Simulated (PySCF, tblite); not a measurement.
# C₅H₁₃BO₂Si₂: geometry, infrared bands and NMR shifts

Wanted: the infrared bands and NMR shifts of C₅H₁₃BO₂Si₂ (`CC[SiH2][SiH2]C1=CO[BH2-][O+]=C1`), by calculation.

Computed with tblite 0.8.0 and PySCF 2.14.0, with density-fitted response routines of our own, on a single molecule in the gas phase. Atoms are numbered from 0 throughout.

### 1 Starting geometry

23 atoms, charge 0, multiplicity 1; geometry from: force field or distance geometry start.

Bonds of the start (Å): C0–C1 1.51, C1–Si2 1.87, Si2–Si3 2.21, Si3–C4 1.83, C4–C5 1.31, C5–O6 1.38, O6–B7 1.47, B7–O8 1.48, O8–C9 1.25, C9–C4 1.46, C0–H10 1.13, C0–H11 1.08, C0–H12 1.12, C1–H13 1.12, C1–H14 1.10, Si2–H15 1.46, Si2–H16 1.47, Si3–H17 1.49, Si3–H18 1.46, C5–H19 1.11, B7–H20 1.20, B7–H21 1.21, C9–H22 1.07.

### 2 Optimising the geometry with GFN2-xTB

Job settings and geometry (Å):

```
{"job": {"kind": "relax", "xc": "GFN2-xTB", "basis": "xTB"}, "charge": 0, "multiplicity": 1}
C     -2.460200     1.512300    -0.241200
C     -2.892300     0.129900     0.172300
Si    -1.882000    -1.223600    -0.627000
Si    -0.064800    -1.717100     0.521500
C      1.347400    -0.605000     0.177000
C      2.120200    -0.086300     1.104300
O      3.186500     0.757700     0.851300
B      3.539900     1.147800    -0.518900
O      2.615800     0.511100    -1.477200
C      1.656800    -0.243500    -1.201600
H     -2.994800     1.734600    -1.207000
H     -1.384900     1.592800    -0.303100
H     -2.824900     2.312600     0.459900
H     -3.973500    -0.011300    -0.066600
H     -2.799600     0.026700     1.266400
H     -1.578100    -0.918700    -2.023200
H     -2.737000    -2.423600    -0.635500
H     -0.429200    -1.555400     1.960700
H      0.407500    -3.087000     0.343700
H      1.920200    -0.337600     2.162500
H      3.463800     2.339700    -0.613300
H      4.677100     0.785000    -0.712700
H      1.081300    -0.614300    -2.023200
```

Launch:

```
$ OMP_NUM_THREADS=1 python probes_run.py task.json out
```

The driver reads the jobs from task.json and runs them one after another.

**Question.** This job is followed by: GFN2-xTB harmonic vibrations, gas phase; GIAO PBE0/pcSseg-1 NMR shielding, non-relativistic, gas phase. What will the session give for the following? strongest single infrared mode (GFN2-xTB); zero-point energy (GFN2-xTB); ¹³C shifts against TMS (PBE0/pcSseg-1, means over atoms taken as alike); ¹H shifts against TMS (PBE0/pcSseg-1, means over atoms taken as alike); ²⁹Si shifts against TMS (PBE0/pcSseg-1); ¹⁷O shifts against H2O (PBE0/pcSseg-1, means over atoms taken as alike); ¹¹B shifts against BF3·OEt2 (PBE0/pcSseg-1).

The runs gave:

```
                                                               quantity                                   value
                              strongest single infrared mode (GFN2-xTB)                   1634 cm⁻¹, 868 km/mol
                                           zero-point energy (GFN2-xTB)                          104.0 kcal/mol
¹³C shifts against TMS (PBE0/pcSseg-1, means over atoms taken as alike)              192.3, 98.9, 15.1, 6.3 ppm
 ¹H shifts against TMS (PBE0/pcSseg-1, means over atoms taken as alike)  7.77, 4.26, 4.23, 3.95, 1.22, 1.01 ppm
                                ²⁹Si shifts against TMS (PBE0/pcSseg-1)                        -77.0, -78.5 ppm
¹⁷O shifts against H2O (PBE0/pcSseg-1, means over atoms taken as alike)                               298.1 ppm
                            ¹¹B shifts against BF3·OEt2 (PBE0/pcSseg-1)                                 2.6 ppm
```

In words: The optimisation took 149 steps and gained 0.956 eV; among the close pairs (by a distance rule), C5–O6 changed most, from 1.383 to 1.259 Å. All 63 modes are real, so the xTB geometry is a minimum. The strongest single mode, at 1634 cm⁻¹, is carried by C9, C5, O6, O8. Unscaled tight-binding wavenumbers are off by several per cent, some by more. Its intensities can rank the bands wrongly. The most deshielded carbon is C5, C9 (mean) (alkene carbon bearing oxygen), at 192.3 ppm: an sp2 carbon further deshielded by the attached heteroatom. The most deshielded hydrogen is H19, H22 (mean) (hydrogen on an alkene carbon bearing oxygen), at 7.77 ppm: attached to an sp2 carbon and in the plane of the double bond. At PBE0/pcSseg-1: The largest span, 556 ppm, is at O6, O8, where the paramagnetic term is -358 ppm.
